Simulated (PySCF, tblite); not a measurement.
# CH₅NOSi₂: excited states, first hyperpolarisability

Aim: compute the excited states, first hyperpolarisability of CH₅NOSi₂ (`[C-]#[N+][SiH2][SiH2]O`).

Computed with tblite 0.8.0 and PySCF 2.14.0 and routines of our own; the level stands in each step. Atoms count from 0.

### Step 1. The system as given

10 atoms, charge 0, multiplicity 1; geometry from: force field or distance geometry start.

### Step 2. Optimising the geometry with GFN2-xTB

Job settings and geometry (Å):

```
{"job": {"kind": "relax", "xc": "GFN2-xTB", "basis": "xTB"}, "charge": 0, "multiplicity": 1}
C      2.321400    -2.468200    -0.611700
N      1.793000    -1.524600    -0.140500
Si     1.031300    -0.127400     0.591000
Si    -0.935700     0.306900    -0.578700
O     -1.763700     1.614200     0.029900
H      0.731700    -0.394000     2.024700
H      1.944800     1.050300     0.509300
H     -0.659700     0.575700    -1.999800
H     -1.857700    -0.860200    -0.502000
H     -2.596600     1.831900    -0.428300
```

On the command line:

```bash
$ OMP_NUM_THREADS=1 python excited_run.py task.json out
```

One launch serves the whole session: the jobs run in the order shown.

What it wrote:

```text
step      E/eV     max force
  0    -411.32088    0.957
  1    -411.35285    1.954
  2    -411.39373    1.148
  3    -411.42539    0.726
  4    -411.45552    0.413
  5    -411.47803    0.419
  6    -411.49208    0.396
  7    -411.50597    0.367
  8    -411.51429    0.245
  9    -411.51891    0.152
 10    -411.52137    0.156
 11    -411.52431    0.153
 12    -411.52766    0.200
 13    -411.53103    0.177
 14    -411.53360    0.130
 15    -411.53507    0.119
 16    -411.53613    0.142
 17    -411.53745    0.128
 18    -411.53887    0.118
 19    -411.54006    0.093
 20    -411.54076    0.064
 21    -411.54120    0.057
 22    -411.54170    0.067
 23    -411.54245    0.084
 24    -411.54331    0.082
 25    -411.54385    0.047
 26    -411.54402    0.029
 27    -411.54407    0.021
 28    -411.54413    0.021
 29    -411.54425    0.039
 30    -411.54440    0.047
 31    -411.54453    0.031
 32    -411.54459    0.021
 33    -411.54462    0.022
 34    -411.54466    0.026
 35    -411.54476    0.046
 36    -411.54496    0.067
 37    -411.54527    0.073
 38    -411.54551    0.049
 39    -411.54560    0.018
 40    -411.54562    0.007
```

Run time: 0.3 s. Hardware: 1 thread of AMD EPYC 7R43, shared host.

Relaxation path: (not every step is listed)

```
step  energy from step 0 (eV)  largest force (eV/Å)
   0                   0.0000                0.9566
   1                  -0.0320                1.9542
   2                  -0.0729                1.1476
   3                  -0.1045                0.7260
   4                  -0.1346                0.4130
   5                  -0.1572                0.4189
   6                  -0.1712                0.3957
   7                  -0.1851                0.3666
   8                  -0.1934                0.2454
  10                  -0.2005                0.1561
  12                  -0.2068                0.1996
  14                  -0.2127                0.1299
  16                  -0.2153                0.1422
  18                  -0.2180                0.1179
  20                  -0.2199                0.0640
  22                  -0.2208                0.0672
  24                  -0.2224                0.0820
  26                  -0.2231                0.0287
  28                  -0.2233                0.0213
  30                  -0.2235                0.0466
  32                  -0.2237                0.0209
  34                  -0.2238                0.0265
  35                  -0.2239                0.0459
  36                  -0.2241                0.0674
  37                  -0.2244                0.0730
  38                  -0.2246                0.0488
  39                  -0.2247                0.0179
  40                  -0.2247                0.0075
```

Distances of close pairs at the start and the end, largest changes first:

```csv
bond,before (Å),after (Å),change (Å)
Si3–O4,1.663,1.631,-0.032
Si2–Si3,2.329,2.297,-0.032
Si2–H6,1.493,1.468,-0.025
O4–H9,0.975,0.953,-0.022
Si2–H5,1.489,1.468,-0.021
Si3–H8,1.489,1.470,-0.020
N1–Si2,1.751,1.742,-0.009
C0–N1,1.180,1.170,-0.009
```

The end geometry stands in the next job.

### Step 3. Harmonic vibrations with GFN2-xTB

Job settings and geometry (Å):

```
{"job": {"kind": "ir", "xc": "GFN2-xTB", "basis": "xTB"}, "charge": 0, "multiplicity": 1}
C      2.301349    -2.359056    -0.526258
N      1.771783    -1.426020    -0.058577
Si     0.929148    -0.044311     0.586111
Si    -0.968722     0.211397    -0.683181
O     -1.617207     1.516516     0.048834
H      0.761490    -0.413862     1.996881
H      1.950438     1.007290     0.506772
H     -0.753569     0.506025    -2.106681
H     -1.926518    -0.902414    -0.639193
H     -2.439310     1.909087    -0.230835
```

What it wrote:

```text
mode    cm-1     km/mol
  1      32.0      1.34
  2      88.5      5.43
  3     171.5      0.63
  4     208.1      0.01
  5     248.0      5.83
  6     304.0     21.91
  7     377.6    147.92
  8     466.6      7.28
  9     481.3      3.89
 10     593.1     47.39
 11     608.5     55.33
 12     661.2    397.92
 13     689.3    364.63
 14     743.1     15.29
 15     786.4    371.57
 16     814.2    140.33
 17     843.0    145.17
 18     878.7    161.99
 19    2163.0     26.18
 20    2173.3    198.92
 21    2208.0    661.66
 22    2209.4     67.32
 23    2226.5    249.70
 24    3662.2      5.45
```

Wall time 0.35 s (1 thread of AMD EPYC 7R43, shared host).

Which atoms move in the most intense modes:

```
cm⁻¹  km/mol                                atoms
 378   147.9            H5 24 %, H6 24 %, H9 22 %
 661   397.9                     H5 27 %, H6 27 %
 689   364.6  Si2 29 %, C0 16 %, N1 14 %, H7 14 %
 786   371.6                     H6 41 %, H5 41 %
 879   162.0           O4 51 %, Si3 37 %, H9 10 %
2173   198.9                     H8 45 %, H7 42 %
2208   661.7                     H6 43 %, H5 43 %
2226   249.7                     H5 45 %, H6 41 %
```

### Step 4. Optimising the geometry at PBE0-D3(BJ)/def2-SVP

Settings changed since step 3:

```diff
@@ -1,2 +1,2 @@
-{"job": {"kind": "ir", "xc": "GFN2-xTB", "basis": "xTB"}, "charge": 0, "multiplicity": 1}
+{"job": {"xc": "PBE0", "basis": "def2-SVP", "d3": "d3bj", "grid": 1, "kind": "geom"}, "charge": 0, "multiplicity": 1}
 C      2.301349    -2.359056    -0.526258
```

What it wrote:

```text
step   0  E = -749.33029953  max force = 0.020606
step   1  E = -749.33663729  max force = 0.004603
step   2  E = -749.33748038  max force = 0.002270
step   3  E = -749.33753039  max force = 0.000704
step   4  E = -749.33755250  max force = 0.000498
step   5  E = -749.33755897  max force = 0.000660
step   6  E = -749.33756077  max force = 0.000551
step   7  E = -749.33755625  max force = 0.000286
step   8  E = -749.33754915  max force = 0.000382
step   9  E = -749.33753839  max force = 0.000867
step  10  E = -749.33754176  max force = 0.000696
step  11  E = -749.33754577  max force = 0.000452
step  12  E = -749.33754928  max force = 0.000262
step  13  E = -749.33755225  max force = 0.000149
step  14  E = -749.33755498  max force = 0.000110
step  15  E = -749.33755680  max force = 0.000074
step  16  E = -749.33755696  max force = 0.000067
optimisation converged
```

It took 53 s on 1 thread of AMD EPYC 7R43, shared host.

Along the way:

```csv
step,energy from step 0 (eV),largest force component (eV/Å)
0,0.0000,1.0596
1,-0.1725,0.2367
2,-0.1954,0.1167
3,-0.1968,0.0362
4,-0.1974,0.0256
5,-0.1975,0.0339
6,-0.1976,0.0283
7,-0.1975,0.0147
8,-0.1973,0.0196
9,-0.1970,0.0446
10,-0.1971,0.0358
11,-0.1972,0.0232
12,-0.1973,0.0135
13,-0.1974,0.0077
14,-0.1974,0.0057
15,-0.1975,0.0038
16,-0.1975,0.0034
```

Close pairs (by a distance rule), those that changed most:

```
   bond  before (Å)  after (Å)  change (Å)
Si2–Si3       2.297      2.340      +0.043
 Si3–O4       1.631      1.669      +0.038
 Si3–H7       1.470      1.497      +0.027
 Si3–H8       1.470      1.497      +0.027
 Si2–H5       1.468      1.490      +0.022
 Si2–H6       1.468      1.490      +0.022
 N1–Si2       1.742      1.762      +0.020
  O4–H9       0.953      0.962      +0.009
```

The next job starts from the end point, and lists it.

```
                         at the end point                value
  point group (found at 0.08 Å tolerance)                   Cs
rotational constants (GHz, main isotopes)  8.511, 1.479, 1.299
                        dipole moment (D)                 4.06
```

### Step 5. Excited states: TDA B3LYP/aug-cc-pVDZ

Job settings and geometry (Å):

```
{"job": {"kind": "states", "xc": "B3LYP", "basis": "aug-cc-pVDZ", "tda": true, "soc": true, "nstates": 5, "ntriplets": 5, "nquad": 4}, "charge": 0, "multiplicity": 1}
C      2.580033    -2.435404    -0.766535
N      2.082730    -1.510738    -0.229879
Si     1.254757    -0.137367     0.499221
Si    -0.708526     0.152565    -0.740579
O     -1.472507     1.454069    -0.028547
H      1.001653    -0.482413     1.926049
H      2.178778     1.028154     0.417009
H     -0.362519     0.406135    -2.174642
H     -1.528946    -1.097761    -0.677470
H     -2.308027     1.743373    -0.407415
```

With the program's defaults for keys left out, this is: TDA B3LYP/aug-cc-pVDZ excited states, vertical, gas phase, spin-orbit mean-field couplings.

What it wrote:

```text
coarse grid: 9584 points
cycle   1  E = -750.0226366275  dE =  3.450e-01  |g| = 7.543e-01  |ddm| = 7.556e+00
cycle   2  E = -749.7456468157  dE =  2.770e-01  |g| = 1.391e+00  |ddm| = 2.679e+00
cycle   3  E = -750.1293097759  dE = -3.837e-01  |g| = 9.853e-02  |ddm| = 1.743e+00
cycle   4  E = -750.1313576829  dE = -2.048e-03  |g| = 4.640e-02  |ddm| = 3.107e-01
cycle   5  E = -750.1319103984  dE = -5.527e-04  |g| = 2.293e-02  |ddm| = 1.169e-01
cycle   6  E = -750.1320194959  dE = -1.091e-04  |g| = 6.127e-03  |ddm| = 3.177e-02
cycle   7  E = -750.1320279291  dE = -8.433e-06  |g| = 4.949e-04  |ddm| = 9.333e-03
final grid: 84120 points
cycle   8  E = -750.1464318755  dE = -1.071e-05  |g| = 2.088e-03  |ddm| = 7.126e-02
cycle   9  E = -750.1464315250  dE =  3.505e-07  |g| = 2.620e-03  |ddm| = 1.022e-02
cycle  10  E = -750.1464329411  dE = -1.416e-06  |g| = 8.567e-04  |ddm| = 4.651e-03
cycle  11  E = -750.1464331072  dE = -1.661e-07  |g| = 1.517e-04  |ddm| = 1.351e-03
cycle  12  E = -750.1464331118  dE = -4.623e-09  |g| = 7.806e-05  |ddm| = 3.466e-04
cycle  13  E = -750.1464331130  dE = -1.180e-09  |g| = 1.643e-05  |ddm| = 1.147e-04
cycle  14  E = -750.1464331131  dE = -7.310e-11  |g| = 3.419e-06  |ddm| = 4.513e-05
converged SCF energy = -750.1464331131

Singlet excitations
state   eV       nm        f     d(h-e)  d(exc)  Lambda  PR(NTO)  |dmu|/D   mu/D   main configurations
  1   6.0723   204.2   0.02129   1.219   3.546   0.546   1.030    5.013    1.514   H->L 0.95
  2   6.4222   193.1   0.00018   0.254   3.095   0.413   1.014    0.638    3.515   H-2->L 0.98
  3   6.6518   186.4   0.00579   4.288   5.302   0.267   1.045   14.421   10.531   H-1->L 0.94
  4   6.7748   183.0   0.02740   1.530   3.361   0.564   1.075    5.160    9.026   H->L+1 0.90
  5   7.1132   174.3   0.05490   0.645   3.872   0.575   1.220                     H->L+2 0.78, H->L+3 0.11

Triplet excitations (Tamm-Dancoff)
state   eV     d(h-e)  d(exc)  Lambda  PR(NTO)   main configurations
  1   5.4086   0.893   2.425   0.514   1.189   H-1->L+2 0.55, H->L 0.14
  2   5.4146   0.846   2.140   0.544   1.004   H-1->L+1 0.72, H-1->L+6 0.12
  3   5.5281   0.671   3.039   0.529   1.289   H->L 0.75, H-1->L+2 0.10
  4   6.1279   0.221   2.950   0.416   1.089   H-2->L 0.93
  5   6.2115   0.727   3.009   0.562   1.199   H->L+1 0.79
S1 - T1 = 0.6637 eV

Spin-orbit couplings |<S|Hso|T>| (cm-1)
             T1       T2       T3       T4       T5
S0       15.776   14.910    2.539   15.178   11.978
S1        4.264    0.797    1.546   29.925   12.191
S2        9.653    0.449   25.471    0.464    0.395
S3        5.510    6.870   10.373    1.524    3.111
S4        5.611    7.213   12.752    0.782    1.179
S5        2.452    3.280    9.412    1.411   19.473
T1 sublevels (cm-1): 0.000 0.008 5.210   radiative rates (1/s): 15.3 3.3 0.0144
```

Run time: 20 s. Hardware: 1 thread of AMD EPYC 7R43, shared host.

From this job:

```csv
quantity,value
S1 less T1,0.66 eV
```

### Step 6. Excited states: TDDFT wB97X-D/aug-cc-pVDZ

Settings changed since step 5:

```diff
@@ -1,2 +1,2 @@
-{"job": {"kind": "states", "xc": "B3LYP", "basis": "aug-cc-pVDZ", "tda": true, "soc": true, "nstates": 5, "ntriplets": 5, "nquad": 4}, "charge": 0, "multiplicity": 1}
+{"job": {"kind": "states", "xc": "wB97X-D", "basis": "aug-cc-pVDZ", "tpa": true, "nstates": 6, "nquad": 5, "ntriplets": 0}, "charge": 0, "multiplicity": 1}
 C      2.580033    -2.435404    -0.766535
```

Level: TDDFT wB97X-D/aug-cc-pVDZ excited states, vertical, gas phase, two-photon moments by quadratic response.

What it wrote:

```text
coarse grid: 9584 points
cycle   1  E = -749.9175803241  dE =  2.586e-01  |g| = 6.895e-01  |ddm| = 6.735e+00
cycle   2  E = -749.8855717254  dE =  3.201e-02  |g| = 8.392e-01  |ddm| = 2.099e+00
cycle   3  E = -750.0151468654  dE = -1.296e-01  |g| = 5.329e-02  |ddm| = 1.026e+00
cycle   4  E = -750.0159110185  dE = -7.642e-04  |g| = 1.783e-02  |ddm| = 2.061e-01
cycle   5  E = -750.0160049619  dE = -9.394e-05  |g| = 8.741e-03  |ddm| = 6.422e-02
cycle   6  E = -750.0160215718  dE = -1.661e-05  |g| = 3.615e-03  |ddm| = 2.056e-02
cycle   7  E = -750.0160247763  dE = -3.205e-06  |g| = 5.359e-04  |ddm| = 9.148e-03
final grid: 84120 points
cycle   8  E = -750.0353726089  dE = -4.792e-05  |g| = 7.353e-03  |ddm| = 1.271e-01
cycle   9  E = -750.0353633374  dE =  9.271e-06  |g| = 9.990e-03  |ddm| = 2.548e-02
cycle  10  E = -750.0353837659  dE = -2.043e-05  |g| = 7.753e-04  |ddm| = 1.242e-02
cycle  11  E = -750.0353839004  dE = -1.345e-07  |g| = 3.674e-04  |ddm| = 2.084e-03
cycle  12  E = -750.0353839322  dE = -3.180e-08  |g| = 1.103e-04  |ddm| = 8.251e-04
cycle  13  E = -750.0353839351  dE = -2.930e-09  |g| = 2.092e-05  |ddm| = 2.400e-04
cycle  14  E = -750.0353839354  dE = -2.636e-10  |g| = 3.521e-06  |ddm| = 8.144e-05
converged SCF energy = -750.0353839354

Singlet excitations
state   eV       nm        f     d(h-e)  d(exc)  Lambda  PR(NTO)  |dmu|/D   mu/D   delta(TPA)   sigma/GM   main configurations
  1   6.4481   192.3   0.02583   0.588   3.103   0.440   1.066    2.498    1.477        1.61      0.025   H->L 0.74, H->L+2 0.08
  2   6.8188   181.8   0.00005   0.125   2.921   0.352   1.043    0.529    3.340        0.36      0.006   H-2->L 0.84
  3   7.1746   172.8   0.03189   0.916   2.941   0.480   1.190    3.220    7.042        2.64      0.050   H->L+3 0.72
  4   7.4974   165.4   0.04460   0.791   2.458   0.458   1.102    2.111    1.969        1.01      0.021   H-1->L+3 0.73, H-1->L+10 0.09, H-1->L+12 0.08
  5   7.5111   165.1   0.01762   0.866   2.594   0.382   1.062    2.402    1.676        1.20      0.025   H-1->L+4 0.35, H-1->L+5 0.33
  6   7.6021   163.1   0.12045   0.582   3.205   0.451   1.698                                            H->L+4 0.32, H->L+1 0.13, H->L+2 0.10
```

Run time: 24 s. Hardware: 1 thread of AMD EPYC 7R43, shared host; peak memory 0.63 GiB.

### Step 7. First hyperpolarisability: quadratic response LC-wPBE/aug-cc-pVDZ

Settings changed since step 6:

```diff
@@ -1,2 +1,2 @@
-{"job": {"kind": "states", "xc": "wB97X-D", "basis": "aug-cc-pVDZ", "tpa": true, "nstates": 6, "nquad": 5, "ntriplets": 0}, "charge": 0, "multiplicity": 1}
+{"job": {"kind": "beta", "xc": "LC-wPBE", "basis": "aug-cc-pVDZ", "wavelengths": [1064, 800]}, "charge": 0, "multiplicity": 1}
 C      2.580033    -2.435404    -0.766535
```

Level: quadratic response LC-wPBE/aug-cc-pVDZ first hyperpolarisability, Taylor convention, gas phase.

What it wrote:

```text
coarse grid: 9584 points
cycle   1  E = -749.6830363979  dE =  2.333e-01  |g| = 6.702e-01  |ddm| = 6.535e+00
cycle   2  E = -749.6873912264  dE = -4.355e-03  |g| = 7.197e-01  |ddm| = 1.951e+00
cycle   3  E = -749.7805040930  dE = -9.311e-02  |g| = 5.618e-02  |ddm| = 8.632e-01
cycle   4  E = -749.7814798848  dE = -9.758e-04  |g| = 1.505e-02  |ddm| = 1.817e-01
cycle   5  E = -749.7815633354  dE = -8.345e-05  |g| = 6.224e-03  |ddm| = 6.586e-02
cycle   6  E = -749.7815725694  dE = -9.234e-06  |g| = 3.276e-03  |ddm| = 1.782e-02
cycle   7  E = -749.7815751106  dE = -2.541e-06  |g| = 6.186e-04  |ddm| = 6.689e-03
final grid: 84120 points
cycle   8  E = -749.8010954425  dE = -2.275e-05  |g| = 3.433e-03  |ddm| = 7.363e-02
cycle   9  E = -749.8010961523  dE = -7.098e-07  |g| = 3.383e-03  |ddm| = 1.178e-02
cycle  10  E = -749.8010983144  dE = -2.162e-06  |g| = 5.855e-04  |ddm| = 4.704e-03
cycle  11  E = -749.8010984008  dE = -8.640e-08  |g| = 1.888e-04  |ddm| = 1.416e-03
cycle  12  E = -749.8010984125  dE = -1.172e-08  |g| = 6.423e-05  |ddm| = 5.711e-04
cycle  13  E = -749.8010984134  dE = -8.770e-10  |g| = 1.614e-05  |ddm| = 1.239e-04
converged SCF energy = -749.8010984134

Lowest singlets (eV, f): 6.6861 0.0329  7.1224 0.0001  7.4162 0.0338

First hyperpolarisability (au)
process     nm      |vector|   parallel      HRS      DR
static         -      143.59      78.82       54.7   7.042
shg       1064.0      161.16       88.8      61.55   6.812
eope      1064.0      149.11      81.96          -       -
shg        800.0      176.95      97.77      67.73   6.639
eope       800.0      153.58      84.49          -       -
```

Wall time 30 s (1 thread of AMD EPYC 7R43, shared host); peak memory 0.64 GiB.

### Step 8. Outcome

| quantity | value |
| --- | --- |
| strongest single infrared mode (GFN2-xTB) | 2208 cm⁻¹, 662 km/mol |
| zero-point energy (GFN2-xTB) | 33.8 kcal/mol |
| point group | Cs |
| rotational constants (main isotopes) | 8.51, 1.48, 1.30 GHz |
| S1 less T1 (step 5, TDA B3LYP/aug-cc-pVDZ) | 0.66 eV |
| β vector (step 7, quadratic response LC-wPBE/aug-cc-pVDZ) | static 144, SHG 1064.0 nm 161, SHG 800.0 nm 177 au |

No mode is imaginary among the 24: a minimum at this level. Unscaled tight-binding wavenumbers are off by several per cent, some by more. Its intensities can rank the bands wrongly. The optimisation took 16 steps and gained 0.197 eV; among the close pairs (by a distance rule), Si2–Si3 changed most, from 2.297 to 2.340 Å (PBE0/def2-SVP). In step 5, the number of triplets below S1 is 3, and the largest singlet-triplet spin-orbit coupling is S1–T4, 29.93 cm⁻¹. β grows from 144 au (static) to 177 au for doubling at 800.0 nm: normal dispersion, which grows as twice the photon energy moves toward the bright states.
